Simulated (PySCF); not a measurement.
**The bond of SrCd, level by level**

One job finds the state of SrCd, follows it along the bond with each method and fits the curves.

The runs use PySCF 2.14.0; Sr def2-SVPD with ECP28, Cd def2-SVPD with ECP28, scalar-relativistic core potentials.

1 further run of the same task is left out (it didn't finish).

### 1 Input

A driver script around PySCF takes these settings:

| Property | Result |
| --- | --- |
| atoms | Sr, Cd |
| charge | 0 |
| basis | Sr def2-SVPD with ECP28, Cd def2-SVPD with ECP28 |
| Hamiltonian | scalar-relativistic core potentials |
| basis functions | 60 |
| electrons treated | 30 |
| masses in u | 87.9056, 113.9034 |
| levels | PBE0, PBE, r²SCAN, r²SCANh, BP86, r²SCAN0, HF, MP2, SCS-MP2 |
| grid | 80 radial by 434 angular points |
| occupations | held fixed by the projection of orbital angular momentum |
| dissociation limit | Sr + Cd, each in its ground configuration |
| starting distance in angstrom | 3.110 |
| values of 2S to try | 0, 2 |

On the command line:

```console
$ OMP_NUM_THREADS=1 python dia.py task.json out
```

The runs that follow: PBE0 along the bond; Excited determinants; PBE (GGA); r²SCAN (meta-GGA); r²SCANh; BP86 (GGA); r²SCAN0; RHF (mean field).

Before running it: what results should come out? Wanted: for each run, Re; ωe; De; μ.

**Answer**, as computed:

Lowest PBE0 solution found, without spin–orbit coupling: ¹Σ⁺ (singlet), closed shell. The other levels ran on it alone.

```tsv
level	Re (Å)	ωe (cm⁻¹)	De (eV)	μ (D)
RHF-MP2	4.357	13.9	0.069	n/a
PBE	3.912	44.9	0.131	-0.21
BP86	3.917	43.1	0.093	-0.23
r²SCAN	3.855	47.8	0.119	-0.10
r²SCANh	3.901	44.9	0.107	-0.09
PBE0	4.010	39.5	0.099	-0.05
r²SCAN0	3.974	40.7	0.092	-0.07
```

De is counted to Sr + Cd in their ground configurations. A positive dipole means Sr(−)Cd(+). No constants: RHF (no minimum is bracketed among the points kept); RHF-SCS-MP2 (no minimum is bracketed among the points kept).

In words: Bond lengths run from 3.855 Å (r²SCAN) to 4.357 Å (RHF-MP2). Of the levels with a De here, RHF-MP2 gives the least (0.069 eV) and PBE the most (0.131 eV).

The bond is weak, and basis-set superposition, which was not computed, may be a sizeable part of it. Spin–orbit coupling is left out.
